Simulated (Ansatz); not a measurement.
# TiC: the cost of one run

Computed with Ansatz 0.2.0 (DFT r2SCAN, scalar-relativistic, plane waves, PAW, unless a step's input says otherwise).

3 further runs of the same task are left out: 2 that didn't finish, 1 set aside as unsound or not needed.

### 1 The structure to begin with

It takes space group Fm-3m (No. 225, cubic). The conventional cell has a = 4.328 Å, b = 4.328 Å, c = 4.328 Å, α = 90.00°, β = 90.00°, γ = 90.00°. Ti (site symmetry m-3m) is surrounded by 6 C at 2.16 Å. C (site symmetry m-3m) is surrounded by 6 Ti at 2.16 Å.

Structure file:

```cif
data_structure
_symmetry_space_group_name_H-M 'Fm-3m'
_symmetry_Int_Tables_number 225
_cell_length_a 4.3280
_cell_length_b 4.3280
_cell_length_c 4.3280
_cell_angle_alpha 90.000
_cell_angle_beta 90.000
_cell_angle_gamma 90.000
_cell_volume 81.07
loop_
_atom_site_label
_atom_site_type_symbol
_atom_site_symmetry_multiplicity
_atom_site_Wyckoff_symbol
_atom_site_fract_x
_atom_site_fract_y
_atom_site_fract_z
_atom_site_occupancy
Ti1 Ti 4 a 0.00000 0.00000 0.00000 1
C1 C 4 b 0.50000 0.00000 0.00000 1
```

The cell is taken as given, not relaxed at this level.

### 2 Zero of energy

The reference gives a free energy of -2758.0168 eV, pressure -0.03 GPa, largest force 0.000 eV/Å and gap on the mesh none (metal). It was computed beforehand with the settings of the runs below.

### 3 Setting up biaxial against axial strain

The cell is strained by p along both x and y and by q along z, with fractional coordinates fixed.

### 4 p = -0.030, q = -0.030

Input file input.yaml:

```yaml
crystal:
  lattice:
    - [0.0, 2.09908, 2.09908]
    - [2.09908, 0.0, 2.09908]
    - [2.09908, 2.09908, 0.0]
  atoms:
    - { symbol: Ti, position: [0.0, 0.0, 0.0] }
    - { symbol: C, position: [0.5, 0.5, 0.5] }
basis:
  ecutwfc: 500
kpoints:
  mp_grid: { grid: [18, 18, 18] }
hamiltonian:
  xc: r2scan
scf:
  occupations: { method: gaussian, width: 0.15 }
output:
  forces: true
  stress: true
  eigenvalues: true
```

Launch:

```console
$ ansatz run input.yaml --threads 1 --pin off --max-ram 2560MiB --backend cpu --events-out ev --progress --plain --runs-dir out
```

What time and memory should one allow on 1 thread of Intel Xeon at 2.50GHz (Skylake/Cascade Lake), shared host?

About 13 s, with a peak of 0.43 GiB.
